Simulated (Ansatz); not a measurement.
# Ge3Pd (Pm-3m) in Ansatz: further runs, part 3 of 3

Ansatz 0.2.0.

## 5. Band structure, PBEsol

Input file input.yaml:

```yaml
crystal:
  lattice:
    - [4.142023, 0.0, 0.0]
    - [0.0, 4.142023, 0.0]
    - [0.0, 0.0, 4.142023]
  atoms:
    - { symbol: Pd, position: [0.0, 0.0, 0.0] }
    - { symbol: Ge, position: [0.5, 0.5, 0.0] }
    - { symbol: Ge, position: [0.5, 0.0, 0.5] }
    - { symbol: Ge, position: [0.0, 0.5, 0.5] }
kpoints:
  mp_grid: { grid: [7, 7, 7] }
  band_path:
    path:
      - [0.0, 0.0, 0.0]
      - [0.0, 0.5, 0.0]
      - [0.5, 0.5, 0.0]
      - [0.0, 0.0, 0.0]
      - [0.5, 0.5, 0.5]
      - [0.0, 0.5, 0.0]
    npoints: 6
scf:
  occupations: { method: fermi_dirac, width: 0.05 }
hamiltonian:
  xc: pbesol
  pseudopotentials:
    kind: all_electron
    lapw: { basis_error: 0.002 }
    dirac_shells: { Ge: ["3p"], Pd: ["3p", "3d"] }
output:
  forces: true
  stress: true
  eigenvalues: true
```

Potentials or basis: all-electron LAPW, inner shells corrected to Dirac's equation.

On the command line:

```sh
> ansatz run input.yaml --threads 2 --pin off --max-ram 8192MiB --backend cpu --events-out ev --progress --plain --runs-dir out
```

Output:

```text
Warning: RAYON_NUM_THREADS=2 ignored (pool sized by the plan → 2); use --threads N
LAPW: plane waves up to 7.231 Å⁻¹, error target 2.0e-3 eV per atom; small_component_spin mean_spin; Ge in spheres of 1.416 Å, 22 of its electrons in bands, Dirac shells [2p, 3p]; Pd in spheres of 1.513 Å, 18 of its electrons in bands, Dirac shells [2p, 3p, 3d] (how accurate: hamiltonian.pseudopotentials.lapw.basis_error, Limitations)
Engine: ansatz 0.2.0, aarch64-unknown-linux-gnu
Pseudopotentials: kind: all_electron
Pseudopotential: Pd, LAPW, valence charge 18, lapw/all_electron/scalar/gaussian/Pd, Koelling and Harmon's equation with Dirac's for 2p 3p 3d, gaussian nucleus
Pseudopotential: Ge, LAPW, valence charge 22, lapw/all_electron/scalar/gaussian/Ge, Koelling and Harmon's equation with Dirac's for 2p 3p, gaussian nucleus
Functional definition: PBEsol
  exchange = pbesol_x
  correlation = pbesol_c
Crystal: 4 atoms, lattice volume = 71.062 Å³
Basis set: ecut = 199.1893245509981 eV, 461 PW (Γ), exchange–correlation at level 2
Bands: 51, of which v1, the nominal top of the filled ones, is band 42 counted from 1 (41 counted from 0)
Symmetry: 48 space group operations
Space group: Pm-3m (ITA 221), of the structure as read, at distance tolerance 4.1e-5 Å
k-points: 20 of 343
Non-local potential: Pd, projectors of the file, none
Non-local potential: Ge, projectors of the file, none
Initial density: superposition of atomic densities (chi_scale 0.1, normalization cell, long waves kept (reshape's long-wave potential 0.00 eV rms))
Initial wavefunctions: plane waves of lowest kinetic energy (no species holds an atomic orbital)
Functional: x = pbesol(κ = 0.804, μ = 0.12345679012345678), c = pbesol(β = 0.046)
iter 1 solved again at ethr=9.34e-3 eV; its pass at ethr=1.00e-1 eV (dr2=7.85e0 eV) is discarded
SCF iter   1: F=—  HF=-308503.949397 eV  |F-HF|=—  |Δ(HF+E_count)|=         —  Δρ=6.67e-2  dr2=7.85e0  ethr=9.34e-3  ⟨swp⟩=2.0  Hψ=6481  notcnv=0
preconditioner: auto → Kerker (q_TF=auto, 2.805 Å⁻¹)  [metal: Δε(μ)=0.019 eV  Ē_g=20.747 eV  σ=0.050 eV  W_gap=0.10  n_scr=26 (ndim 8)  ℏωp=31.8 eV  f_vac=0.000  D(μ)=5.15/eV (n_scr^D=56)]
SCF iter   2: F=—  HF=-308508.679940 eV  |F-HF|=—  |Δ(HF+E_count)|=    4.73e0  Δρ=4.45e-2  dr2=3.21e0  ethr=9.34e-3  ⟨swp⟩=3.0  Hψ=3085  notcnv=0
SCF iter   3: F=—  HF=-308501.468546 eV  |F-HF|=—  |Δ(HF+E_count)|=    7.21e0  Δρ=1.75e-2  dr2=4.65e-1  ethr=3.83e-3  ⟨swp⟩=2.1  Hψ=3242  notcnv=0
iter 4 solved again at ethr=3.89e-5 eV; its pass at ethr=5.54e-4 eV (dr2=3.27e-2 eV) is discarded
SCF iter   4: F=—  HF=-308500.786608 eV  |F-HF|=—  |Δ(HF+E_count)|=   6.82e-1  Δρ=4.61e-3  dr2=3.27e-2  ethr=3.89e-5  ⟨swp⟩=2.0  Hψ=5347  notcnv=0
SCF iter   5: F=—  HF=-308500.782656 eV  |F-HF|=—  |Δ(HF+E_count)|=   3.95e-3  Δρ=2.99e-3  dr2=1.66e-2  ethr=3.89e-5  ⟨swp⟩=2.0  Hψ=3069  notcnv=0
SCF iter   6: F=—  HF=-308500.781715 eV  |F-HF|=—  |Δ(HF+E_count)|=   9.41e-4  Δρ=2.74e-3  dr2=1.45e-2  ethr=1.98e-5  ⟨swp⟩=2.0  Hψ=3069  notcnv=0
SCF iter   7: F=—  HF=-308500.777767 eV  |F-HF|=—  |Δ(HF+E_count)|=   3.95e-3  Δρ=1.25e-3  dr2=3.15e-3  ethr=1.73e-5  ⟨swp⟩=2.0  Hψ=3069  notcnv=0
SCF iter   8: F=—  HF=-308500.776645 eV  |F-HF|=—  |Δ(HF+E_count)|=   1.12e-3  Δρ=2.77e-4  dr2=9.12e-5  ethr=3.75e-6  ⟨swp⟩=2.0  Hψ=3069  notcnv=0
SCF iter   9: F=—  HF=-308500.776701 eV  |F-HF|=—  |Δ(HF+E_count)|=   5.57e-5  Δρ=2.83e-4  dr2=1.56e-4  ethr=1.09e-7  ⟨swp⟩=2.0  Hψ=3071  notcnv=0
SCF iter  10: F=—  HF=-308500.776643 eV  |F-HF|=—  |Δ(HF+E_count)|=   5.76e-5  Δρ=1.07e-4  dr2=2.04e-5  ethr=1.09e-7  ⟨swp⟩=2.0  Hψ=3069  notcnv=0
SCF iter  11: F=—  HF=-308500.776632 eV  |F-HF|=—  |Δ(HF+E_count)|=   1.07e-5  Δρ=1.37e-5  dr2=3.04e-7  ethr=2.43e-8  ⟨swp⟩=2.0  Hψ=3071  notcnv=0
SCF iter  12: F=-308500.776632 eV  HF=-308500.776632 eV  |F-HF|=7.16e-9  |Δ(HF+E_count)|=   1.38e-7  Δρ=2.82e-6  dr2=5.86e-9  ethr=3.62e-10  ⟨swp⟩=2.0  Hψ=3072  notcnv=0
SCF 1 converged in 12 iterations: F = -308500.776632 eV  dr2 = 5.86e-9
NSCF: frozen V_eff on 31 k-points
SCF converged after 12 iterations
Free energy (F): -308500.776632 eV
Harris-Foulkes:  -308500.776632 eV  (|F-HF|=7.16e-9)
Internal energy: -308500.759098 eV  (E = F + TS)
E sigma→0 (E₀):  -308500.767865 eV
Entropy (-TS):   -0.017534 eV (-4.384 meV/atom)
Fermi energy:    14.611881 eV
--- Per-component energies (eV) ---
  E_band       = -3046.812382
  E_kinetic    = 318188.314152
  E_xc         = -10240.575389
  E_electrostatic = -616448.497861  (all electrons and nuclei)
  E_smearing   = -0.017534  (= −TS)
  E_closure    = 0.000000  (closes the sum)
  E_atoms      = -308481.761535  (free atoms, spherical and without spin; not in F)
  Σ components = -308500.776632   (vs F -308500.776632, Δ=0.00e0)
  Basis errors (estimates in eV, not in F): energy 4.4e-4 per atom: plane waves 4.3e-4 (2.2e-4 summed), levels above the bands 1.9e-80, relativity 1.1e-7, radial functions 9.9e-6, core shells 4.0e-7; eigenvalues (radial functions only) 6.6e-6; not estimated: angular momenta, meshes, grids; target (lapw.basis_error) 2.0e-3; muffin-tin radii Ge 1.416 Å, Pd 1.513 Å
--- Forces (eV/Å), atoms counted from 1 ---
  atom   1  Pd    -0.00000000     0.00000000     0.00000000
  atom   2  Ge     0.00000000     0.00000000    -0.00000000
  atom   3  Ge    -0.00000000    -0.00000000    -0.00000000
  atom   4  Ge     0.00000000     0.00000000    -0.00000000
  max |Σ_I F_I| component: 3.12e-31 eV/Å
--- Stress (GPa, compression-positive) ---
       -4.686756      -0.000000       0.000000
       -0.000000      -4.686756      -0.000000
        0.000000      -0.000000      -4.686756
  P = ⅓ Tr σ = -4.6868 GPa (-46.868 kbar)
--- Band table (eV; the first three rows and the last of 20) ---
  k-point 0: bands = ["-148.7670", "-148.7669", "-148.7669", "-96.0833", "-96.0833", "-96.0833", "-96.0729", "-96.0729", "-96.0729", "-96.0728", "-96.0728", "-96.0728", "-69.5355", "-35.3147", "-35.3147", "-35.3147", "-10.1249", "-10.1249", "-10.1249", "-10.1141", "-10.0613", "-10.0613", "-10.0170", "-10.0170", "-10.0170", "-10.0013", "-10.0013", "-9.9618", "-9.9531", "-9.9531", "-9.9531", "1.9413", "8.6475", "8.6475", "11.1297", "11.1297", "11.1297", "11.9620", "11.9620", "11.9620", "13.0535", "13.0535", "15.4244", "17.5969", "17.5969", "17.5969", "20.2150", "20.2150", "20.2150", "23.5740", "23.5740"]
  k-point 1: bands = ["-148.7670", "-148.7669", "-148.7669", "-96.0833", "-96.0833", "-96.0833", "-96.0729", "-96.0729", "-96.0729", "-96.0728", "-96.0728", "-96.0728", "-69.5354", "-35.3150", "-35.3147", "-35.3147", "-10.1238", "-10.1170", "-10.1170", "-10.1088", "-10.0605", "-10.0566", "-10.0181", "-10.0170", "-10.0170", "-10.0055", "-10.0012", "-9.9657", "-9.9616", "-9.9616", "-9.9530", "2.1125", "7.8053", "8.7856", "10.9792", "10.9792", "11.3977", "11.9694", "12.2503", "12.2503", "12.7151", "13.4124", "16.1791", "17.4058", "17.4058", "17.5148", "19.1730", "19.6860", "19.6860", "23.5688", "23.9944"]
  k-point 2: bands = ["-148.7670", "-148.7669", "-148.7669", "-96.0833", "-96.0833", "-96.0833", "-96.0729", "-96.0729", "-96.0729", "-96.0728", "-96.0728", "-96.0728", "-69.5354", "-35.3156", "-35.3146", "-35.3146", "-10.1211", "-10.0948", "-10.0947", "-10.0947", "-10.0585", "-10.0443", "-10.0207", "-10.0177", "-10.0177", "-10.0173", "-10.0009", "-9.9849", "-9.9849", "-9.9763", "-9.9530", "2.6137", "6.3195", "9.1866", "10.7563", "10.7563", "11.8324", "11.9016", "11.9859", "12.9193", "12.9193", "13.9382", "16.4194", "16.4194", "17.3909", "17.4099", "18.2975", "19.7478", "19.7478", "23.5561", "23.9573"]
  k-point 19: bands = ["-148.7669", "-148.7669", "-148.7669", "-96.0843", "-96.0828", "-96.0828", "-96.0734", "-96.0734", "-96.0734", "-96.0724", "-96.0724", "-96.0724", "-69.5354", "-35.3158", "-35.3158", "-35.3158", "-10.0865", "-10.0811", "-10.0811", "-10.0721", "-10.0721", "-10.0673", "-10.0672", "-10.0180", "-10.0123", "-10.0123", "-10.0031", "-10.0031", "-9.9680", "-9.9680", "-9.9624", "5.8647", "6.4537", "6.4537", "9.2142", "10.2010", "10.3224", "10.3224", "12.3886", "12.3886", "13.0755", "13.0755", "13.1946", "14.8065", "21.2175", "21.2175", "21.6831", "22.0954", "22.0954", "26.2722", "26.6958"]
```

Run time: 13 s. Hardware: 2 threads of Arm Neoverse V2, shared host; peak memory 0.36 GiB.

Results:

* Free energy: -308500.7766 eV
* Pressure: -4.7 GPa
* Band gap along the path: none (metal or under the smearing width)

Levels at the corners of the path, in eV from the Fermi level:
```tsv
point	band 40	band 41	band 42	band 43	band 44	band 45
Γ	-2.65	-1.56	-1.56	0.81	2.99	2.99
X	-0.31	-0.31	-0.02	-0.02	0.33	0.82
M	-2.07	-0.15	0.09	0.96	0.96	2.45
Γ	-2.65	-1.56	-1.56	0.81	2.99	2.99
R	-2.29	-1.57	-1.57	-1.57	-0.36	7.45
X	-0.31	-0.31	-0.02	-0.02	0.33	0.82
```

## 6. Single point, PBEsol, 16.70 Å³/atom (volume scaled by 0.94)

Input file input.yaml:

```yaml
crystal:
  lattice:
    - [4.0574681928, 0.0, 0.0]
    - [0.0, 4.0574681928, 0.0]
    - [0.0, 0.0, 4.0574681928]
  atoms:
    - { symbol: Pd, position: [0.0, 0.0, 0.0] }
    - { symbol: Ge, position: [0.5, 0.5, 0.0] }
    - { symbol: Ge, position: [0.5, 0.0, 0.5] }
    - { symbol: Ge, position: [0.0, 0.5, 0.5] }
kpoints:
  mp_grid: { grid: [7, 7, 7] }
scf:
  occupations: { method: fermi_dirac, width: 0.05 }
hamiltonian:
  xc: pbesol
  pseudopotentials: { kind: all_electron, lapw: { basis_error: 0.001 } }
output:
  forces: true
  stress: true
  eigenvalues: true
```

Potentials or basis: all-electron LAPW, scalar-relativistic.

On the command line:

```sh
> ansatz run input.yaml --threads 2 --pin off --max-ram 8192MiB --backend cpu --events-out ev --progress --plain --runs-dir out
```

Wall time 8.5 s (2 threads of Arm Neoverse V2, shared host); peak memory 0.4 GiB.

It converged, with:

| Quantity | Value |
| --- | --- |
| Free energy | -308464.8758 eV |
| Pressure | 1.0 GPa |
| Band gap on the k mesh | none (metal or under the smearing width) |

## 7. Single point, PBEsol, 17.05 Å³/atom (volume scaled by 0.96)

input.yaml: that of step 6 with these lines changed.

```diff
@@ -2,5 +2,5 @@
   lattice:
-    - [4.0574681928, 0.0, 0.0]
-    - [0.0, 4.0574681928, 0.0]
-    - [0.0, 0.0, 4.0574681928]
+    - [4.0860428539, 0.0, 0.0]
+    - [0.0, 4.0860428539, 0.0]
+    - [0.0, 0.0, 4.0860428539]
   atoms:
```

On the command line:

```sh
> ansatz run input.yaml --threads 2 --pin off --max-ram 8192MiB --backend cpu --events-out ev --progress --plain --runs-dir out
```

Wall time 8.5 s (2 threads of Arm Neoverse V2, shared host); peak memory 0.38 GiB.

It converged, with:

```yaml
Free_energy: -308464.8750 eV
Pressure: -1.1 GPa
Band_gap_on_the_k_mesh: none (metal or under the smearing width)
```

## 8. Single point, PBEsol, 17.41 Å³/atom (volume scaled by 0.98)

input.yaml: that of step 7 with these lines changed.

```diff
@@ -2,5 +2,5 @@
   lattice:
-    - [4.0860428539, 0.0, 0.0]
-    - [0.0, 4.0860428539, 0.0]
-    - [0.0, 0.0, 4.0860428539]
+    - [4.1142233503, 0.0, 0.0]
+    - [0.0, 4.1142233503, 0.0]
+    - [0.0, 0.0, 4.1142233503]
   atoms:
```

On the command line:

```sh
> ansatz run input.yaml --threads 2 --pin off --max-ram 8192MiB --backend cpu --events-out ev --progress --plain --runs-dir out
```

Wall time 8.4 s (2 threads of Arm Neoverse V2, shared host); peak memory 0.38 GiB.

The run converged. Its results:

```yaml
Free_energy: -308464.8563 eV
Pressure: -3.0 GPa
Band_gap_on_the_k_mesh: none (metal or under the smearing width)
```

## 9. Single point, PBEsol, 17.77 Å³/atom

input.yaml: that of step 8 with these lines changed.

```diff
@@ -2,5 +2,5 @@
   lattice:
-    - [4.1142233503, 0.0, 0.0]
-    - [0.0, 4.1142233503, 0.0]
-    - [0.0, 0.0, 4.1142233503]
+    - [4.142023, 0.0, 0.0]
+    - [0.0, 4.142023, 0.0]
+    - [0.0, 0.0, 4.142023]
   atoms:
```

Potentials or basis: all-electron LAPW, scalar-relativistic.

On the command line:

```sh
> ansatz run input.yaml --threads 2 --pin off --max-ram 8192MiB --backend cpu --events-out ev --progress --plain --runs-dir out
```

Wall time 8.3 s (2 threads of Arm Neoverse V2, shared host); peak memory 0.38 GiB.

The run converged. Its results:

| Property | Result |
| --- | --- |
| Free energy | -308464.8218 eV |
| Pressure | -4.7 GPa |
| Band gap on the k mesh | none (metal or under the smearing width) |

## 10. Single point, PBEsol, 18.12 Å³/atom (volume scaled by 1.02)

input.yaml: that of step 9 with these lines changed.

```diff
@@ -2,5 +2,5 @@
   lattice:
-    - [4.142023, 0.0, 0.0]
-    - [0.0, 4.142023, 0.0]
-    - [0.0, 0.0, 4.142023]
+    - [4.1694544153, 0.0, 0.0]
+    - [0.0, 4.1694544153, 0.0]
+    - [0.0, 0.0, 4.1694544153]
   atoms:
```

On the command line:

```sh
> ansatz run input.yaml --threads 2 --pin off --max-ram 8192MiB --backend cpu --events-out ev --progress --plain --runs-dir out
```

Wall time 8.1 s (2 threads of Arm Neoverse V2, shared host); peak memory 0.37 GiB.

Results (log left out):

* Free energy: -308464.7735 eV
* Pressure: -6.2 GPa
* Band gap on the k mesh: none (metal or under the smearing width)

## 11. Single point, PBEsol, 18.48 Å³/atom (volume scaled by 1.04)

input.yaml: that of step 10 with these lines changed.

```diff
@@ -2,5 +2,5 @@
   lattice:
-    - [4.1694544153, 0.0, 0.0]
-    - [0.0, 4.1694544153, 0.0]
-    - [0.0, 0.0, 4.1694544153]
+    - [4.1965295533, 0.0, 0.0]
+    - [0.0, 4.1965295533, 0.0]
+    - [0.0, 0.0, 4.1965295533]
   atoms:
```

On the command line:

```sh
> ansatz run input.yaml --threads 2 --pin off --max-ram 8192MiB --backend cpu --events-out ev --progress --plain --runs-dir out
```

Wall time 8.5 s (2 threads of Arm Neoverse V2, shared host); peak memory 0.37 GiB.

Results (log left out):

| Property | Result |
| --- | --- |
| Free energy | -308464.7130 eV |
| Pressure | -7.5 GPa |
| Band gap on the k mesh | none (metal or under the smearing width) |

## 12. Single point, PBEsol, 18.83 Å³/atom (volume scaled by 1.06)

input.yaml: that of step 11 with these lines changed.

```diff
@@ -2,5 +2,5 @@
   lattice:
-    - [4.1965295533, 0.0, 0.0]
-    - [0.0, 4.1965295533, 0.0]
-    - [0.0, 0.0, 4.1965295533]
+    - [4.2232597616, 0.0, 0.0]
+    - [0.0, 4.2232597616, 0.0]
+    - [0.0, 0.0, 4.2232597616]
   atoms:
```

Potentials or basis: all-electron LAPW, scalar-relativistic.

On the command line:

```sh
> ansatz run input.yaml --threads 2 --pin off --max-ram 8192MiB --backend cpu --events-out ev --progress --plain --runs-dir out
```

Wall time 7.6 s (2 threads of Arm Neoverse V2, shared host); peak memory 0.37 GiB.

Results (log left out):

```yaml
Free_energy: -308464.6418 eV
Pressure: -8.6 GPa
Band_gap_on_the_k_mesh: none (metal or under the smearing width)
```

## 13. Overview

```tsv
potentials or basis	cutoff (eV)	basis error allowed	pressure (GPa)
all-electron LAPW, scalar-relativistic	199	0.002 eV/atom	-4.7
all-electron LAPW, non-relativistic	199	0.002 eV/atom	-3.2
all-electron PAW datasets made for the crystal	260	-	-4.7
all-electron LAPW, inner shells corrected to Dirac's equation	199	0.002 eV/atom	-4.7
```

Alike in all rows: task band structure; level PBEsol; no spin polarisation; cell as given; k mesh 7 × 7 × 7; smearing fermi-dirac 0.05 eV.

Caveats: relativity is left out, which matters for the heavier elements (some runs).

Compare energies only between runs with the same functional and basis.
